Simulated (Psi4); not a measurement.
# BH3O3 (boric acid): HF/STO-3G

What is the vertical electron affinity of BH3O3 (boric acid) at HF/STO-3G? 

The results are computed with Psi4 1.11.

1 further run of the same task is left out (set aside as unsound or not needed).

**1. Starting point**

BH3O3 has 7 atoms, charge 0, and is taken as a singlet. As SMILES, `OB(O)O`. The shape is that of a PBE0-D4/def2-TZVP optimisation.

Bond lengths: O1–B2 1.366 Å, B2–O3 1.366 Å, B2–O4 1.366 Å, O1–H5 0.960 Å, O3–H6 0.960 Å, O4–H7 0.959 Å. Angles: O1–B2–O3 120.0°, O1–B2–O4 120.0°, O3–B2–O4 120.0°, B2–O1–H5 112.2°, B2–O3–H6 112.2°, B2–O4–H7 112.2°.

**2. Energy and gradient at HF/STO-3G**

Input file job.json:

```json
{
  "schema_name": "qcschema_input",
  "schema_version": 1,
  "molecule": {
    "schema_name": "qcschema_molecule",
    "schema_version": 2,
    "symbols": ["O", "B", "O", "O", "H", "H", "H"],
    "geometry": [-2.51324126, -0.47554958, 0.34874896, 0.0, 0.0, -1.89e-05, 0.81307356, 2.41750773, -0.39841096, 1.7001299, -1.94195815, 0.04952972, -2.84706138, -2.23858846, 0.60958785, -0.55314173, 3.60962256, -0.39168353, 3.40022201, -1.37107189, -0.21773424],
    "molecular_charge": 0,
    "molecular_multiplicity": 1,
    "fix_symmetry": "c1"
  },
  "driver": "gradient",
  "model": {
    "method": "hf",
    "basis": "STO-3G"
  },
  "keywords": {
    "puream": true,
    "e_convergence": 1e-09,
    "d_convergence": 1e-08,
    "scf_type": "pk"
  }
}
```

The run is started by

```sh
$ psi4 --qcschema job.json -n 1 --memory 2200MB
```

stdout:

```text
[...]
  Running in c1 symmetry.
[...]
  Nuclear repulsion =  116.439590406713833
[...]
  Multiplicity = 1
[...]
  Nalpha       = 16
  Nbeta        = 16
[...]
    Number of basis functions: 23
[...]
   @RHF iter   1:  -247.67569754052568   -2.29530e+00   1.73493e-02 DIIS/ADIIS
[...]
   @RHF iter   9:  -247.78962587275595   -1.70530e-12   8.85445e-09 DIIS
[...]
    Orbital Energies [Eh]
    ---------------------
    Doubly Occupied:
       1A    -20.249339     2A    -20.249183     3A    -20.249182
       4A     -7.454465     5A     -1.317995     6A     -1.259201
       7A     -1.259197     8A     -0.675496     9A     -0.628679
      10A     -0.628673    11A     -0.505130    12A     -0.440262
      13A     -0.429552    14A     -0.429547    15A     -0.373311
      16A     -0.373309
[...]
  @RHF Final Energy:  -247.78962587275595
   => Energetics <=
    Nuclear Repulsion Energy =            116.4395904067138332
    One-Electron Energy =                -575.4133899399474785
    Two-Electron Energy =                 211.1841736604777111
    Total Energy =                       -247.7896258727559484
[...]
 Multipole Moments:
 ------------------------------------------------------------------------------------
     Multipole            Electronic (a.u.)      Nuclear  (a.u.)        Total (a.u.)
 ------------------------------------------------------------------------------------
 L = 1.  Multiply by 2.5417464519 to convert [e a0] to [Debye]
 Dipole X            :          0.0000254            0.0000186            0.0000440
 Dipole Y            :          0.0000177           -0.0000181           -0.0000005
 Dipole Z            :         -0.0000178            0.0001280            0.0001102
 Magnitude           :                                                    0.0001187
[...]
  -Total Gradient:
     Atom            X                  Y                   Z
    ------   -----------------  -----------------  -----------------
       1       -0.005752689343    -0.030817758094     0.004547504634
       2        0.000002827571    -0.000004348238     0.000004035115
       3       -0.023933748381     0.020772389162     0.000129363687
       4        0.029697320687     0.010064564097    -0.004682997545
       5        0.001118863416     0.027123735896    -0.003550244356
       6        0.022986428430    -0.014870473647    -0.000766256739
       7       -0.024119002381    -0.012268109176     0.004318595204
[...]
```

The result, in JSON:

```text
{
 "driver": "gradient",
 "model": {
  "method": "hf",
  "basis": "STO-3G"
 },
 "success": true,
 "return_result": [-0.0057526893433891835, -0.03081775809445736, 0.004547504634074854, 2.827571221393488e-06, -4.3482378830213796e-06, 4.035115403194811e-06, -0.023933748380855435, 0.020772389162308794, 0.00012936368685456667, 0.029697320686766976, 0.010064564097066908, -0.004682997544753348, 0.001118863415911775, 0.02712373589620859, -0.003550244356238623, 0.022986428430314565, -0.014870473646777599, -0.0007662567393574718, -0.024119002380681265, -0.012268109176321956, 0.004318595204019511],
 "properties": {
  "calcinfo_nbasis": 23,
  "calcinfo_nmo": 23,
  "calcinfo_nalpha": 16,
  "calcinfo_nbeta": 16,
  "calcinfo_natom": 7,
  "nuclear_repulsion_energy": 116.43959040671383,
  "return_energy": -247.78962587275595,
  "return_gradient": [-0.0057526893433891835, -0.03081775809445736, 0.004547504634074854, 2.827571221393488e-06, -4.3482378830213796e-06, 4.035115403194811e-06, -0.023933748380855435, 0.020772389162308794, 0.00012936368685456667, 0.029697320686766976, 0.010064564097066908, -0.004682997544753348, 0.001118863415911775, 0.02712373589620859, -0.003550244356238623, 0.022986428430314565, -0.014870473646777599, -0.0007662567393574718, -0.024119002380681265, -0.012268109176321956, 0.004318595204019511],
  "scf_one_electron_energy": -575.4133899399475,
  "scf_two_electron_energy": 211.1841736604777,
  "scf_dipole_moment": [4.403071827344118e-05, -4.6200506287341625e-07, 0.00011018242813730372],
  "scf_total_energy": -247.78962587275595,
  "scf_total_gradient": [-0.0057526893433891835, -0.03081775809445736, 0.004547504634074854, 2.827571221393488e-06, -4.3482378830213796e-06, 4.035115403194811e-06, -0.023933748380855435, 0.020772389162308794, 0.00012936368685456667, 0.029697320686766976, 0.010064564097066908, -0.004682997544753348, 0.001118863415911775, 0.02712373589620859, -0.003550244356238623, 0.022986428430314565, -0.014870473646777599, -0.0007662567393574718, -0.024119002380681265, -0.012268109176321956, 0.004318595204019511],
  "scf_iterations": 9
 }
}
```

Wall time 1.2 s (1 thread of Intel Xeon 6975P-C (Granite Rapids), shared host); peak memory 0.18 GiB.

**3. The doublet anion, same level**

Input file bh3o3.xyz:

```xyz
7
BH3O3
O     -1.329950    -0.251650     0.184550
B      0.000000     0.000000    -0.000010
O      0.430260     1.279290    -0.210830
O      0.899670    -1.027640     0.026210
H     -1.506600    -1.184610     0.322580
H     -0.292710     1.910130    -0.207270
H      1.799320    -0.725540    -0.115220
```

Input file bh3o3_ase.py:

```python
import numpy as np
from ase.calculators.psi4 import Psi4
from ase.io import read

mol = read('bh3o3.xyz')
calc = Psi4(atoms=mol, method='scf', basis='STO-3G', memory='2200MB', num_threads=1, charge=-1, multiplicity=2, label='bh3o3', reference='uhf')
calc.psi4.set_options({'puream': True, 'e_convergence': 1e-09, 'd_convergence': 1e-08, 'scf_type': 'pk', 'maxiter': 100})
mol.calc = calc

forces = mol.get_forces()
print(f'energy: {mol.get_potential_energy():.6f} eV')
print('forces / eV A^-1')
print(np.round(forces, 5))
```

The run is started by

```sh
$ python bh3o3_ase.py
```

bh3o3.dat:

```text
[...]
  Running in c1 symmetry.
[...]
  Nuclear repulsion =  116.439590226249052
[...]
  Multiplicity = 2
[...]
  Nalpha       = 17
  Nbeta        = 16
[...]
    Number of basis functions: 23
[...]
   @UHF iter   1:  -247.27617272261082   -1.89578e+00   1.78348e-02 DIIS/ADIIS
[...]
   @UHF iter  12:  -247.42171059142188   -3.12639e-13   4.01261e-09 DIIS
[...]
   @S^2 Observed:                7.556672096E-01
[...]
    Orbital Energies [Eh]
    ---------------------
    Alpha Occupied:
       1A    -19.874231     2A    -19.874052     3A    -19.874051
       4A     -6.933996     5A     -0.978563     6A     -0.925084
       7A     -0.925079     8A     -0.348788     9A     -0.292944
      10A     -0.292939    11A     -0.206308    12A     -0.122602
      13A     -0.097284    14A     -0.097279    15A     -0.085208
      16A     -0.085206    17A      0.336035
    Alpha Virtual:
      18A      0.878539    19A      0.935384    20A      0.935390
      21A      1.117590    22A      1.322311    23A      1.322321
[...]
  @UHF Final Energy:  -247.42171059142188
   => Energetics <=
    Nuclear Repulsion Energy =            116.4395902262490523
    One-Electron Energy =                -586.2750775969911956
    Two-Electron Energy =                 222.4137767793202727
    Total Energy =                       -247.4217105914218848
  UHF NO Occupations:
  HONO-2 :   15  A 1.9996914
  HONO-1 :   16  A 1.9978020
[...]
 Multipole Moments:
 ------------------------------------------------------------------------------------
     Multipole            Electronic (a.u.)      Nuclear  (a.u.)        Total (a.u.)
 ------------------------------------------------------------------------------------
 L = 1.  Multiply by 2.5417464519 to convert [e a0] to [Debye]
 Dipole X            :          0.0000155            0.0000186            0.0000342
 Dipole Y            :          0.0000187           -0.0000181            0.0000005
 Dipole Z            :         -0.0000762            0.0001280            0.0000518
 Magnitude           :                                                    0.0000621
[...]
  -Total Gradient:
     Atom            X                  Y                   Z
    ------   -----------------  -----------------  -----------------
       1        0.116907262353    -0.018604406913    -0.011080252200
       2        0.000001503523    -0.000007047456    -0.000013499621
       3       -0.073152453299    -0.091580377006     0.019965368489
       4       -0.043741975125     0.110207524453    -0.008866068946
       5       -0.004218347317     0.032634398294    -0.003634518238
       6        0.030367934737    -0.013078128152    -0.001842991421
       7       -0.026163924873    -0.019571963219     0.005471961937
[...]
```

The script printed:

```text
energy: -6732.687678 eV
forces / eV A^-1
[[-6.01161e+00  9.56680e-01  5.69770e-01]
 [-8.00000e-05  3.60000e-04  6.90000e-04]
 [ 3.76165e+00  4.70925e+00 -1.02666e+00]
 [ 2.24930e+00 -5.66710e+00  4.55910e-01]
 [ 2.16920e-01 -1.67813e+00  1.86890e-01]
 [-1.56158e+00  6.72500e-01  9.47700e-02]
 [ 1.34540e+00  1.00643e+00 -2.81380e-01]]
```

Run time: 1.2 s. Hardware: 1 thread of Intel Xeon 6975P-C (Granite Rapids), shared host; peak memory 0.19 GiB.

**4. Summary of results**

At HF/STO-3G:

```
                                         quantity          value
                      singlet BH3O3: total energy  -247.78963 Eh
                     singlet BH3O3: dipole moment         0.00 D
                       singlet BH3O3: HOMO energy      -10.16 eV
                       singlet BH3O3: LUMO energy       10.94 eV
                     singlet BH3O3: HOMO–LUMO gap       21.10 eV
          singlet BH3O3: largest force on an atom     1.630 eV/Å
                      doublet anion: total energy  -247.42171 Eh
doublet anion: HOMO energy (highest over α and β)        9.14 eV
 doublet anion: LUMO energy (lowest over α and β)       23.49 eV
                              doublet anion: ⟨S²⟩          0.756
          doublet anion: largest force on an atom     6.114 eV/Å
vertical electron affinity (to the doublet anion)     -10.011 eV
```

**Reading.** The anion lies 10.01 eV (231 kcal/mol) above the neutral: the electron isn't bound at this level, and such a value depends on the basis. Without diffuse functions anions come out too high. Hartree–Fock misses the correlation that binds many anions. The largest force (singlet BH3O3) is 1.63 eV/Å: the shape isn't a stationary point for this species at this level. In a minimal basis such a difference can be off by several eV, whatever the method. The HOMO (doublet anion) lies at positive energy, 9.14 eV: the electron is unbound at this level or held by a compact basis; values depend on the basis.
